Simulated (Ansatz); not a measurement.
# SiNi (rocksalt type): the cost of one run

Method: DFT r²SCAN, with the methods named in each step, in Ansatz 0.2.0.

### 1 The system as given

Symmetry: Fm-3m, No. 225, cubic system. Conventional cell: a = 4.605 Å, b = 4.605 Å, c = 4.605 Å, α = 90.00°, β = 90.00°, γ = 90.00°. Around Ni (site symmetry m-3m) lie 6 Si at 2.30 Å. Around Si (site symmetry m-3m) lie 6 Ni at 2.30 Å.

Structure file:

```
CELL_PARAMETERS angstrom
0.00000 2.30249 2.30249
2.30249 0.00000 2.30249
2.30249 2.30249 0.00000
ATOMIC_POSITIONS crystal
Ni 0.00000 0.00000 0.00000
Si 0.50000 0.50000 0.50000
```

Whether this phase is the stable one at these pressures isn't tested.

Atoms are numbered in the order of the input: Ni1, Si2.

### 2 Cell relaxed at zero pressure, PAW

The input, input.yaml:

```yaml
crystal:
  lattice:
    - [0.0, 2.3024851496, 2.3024851496]
    - [2.3024851496, 0.0, 2.3024851496]
    - [2.3024851496, 2.3024851496, 0.0]
  atoms:
    - { symbol: Ni, position: [0.0, 0.0, 0.0] }
    - { symbol: Si, position: [0.5, 0.5, 0.5] }
kpoints:
  mp_grid: { grid: [16, 16, 16] }
scf:
  occupations: { method: fermi_dirac, width: 0.05 }
hamiltonian:
  xc: r2scan
  pseudopotentials: { kind: paw }
output:
  forces: true
  stress: true
relax:
  f_tol: 0.005
  max_steps: 40
  cell: {}
```

Launch:

```console
> ansatz run input.yaml --threads 1 --pin off --max-ram 2048MiB --backend cpu --events-out ev --progress --plain --runs-dir out
```

Q: Estimate wall time and peak memory on 1 thread of Arm Neoverse V1, shared host.

About 46 s, with a peak of 0.43 GiB.
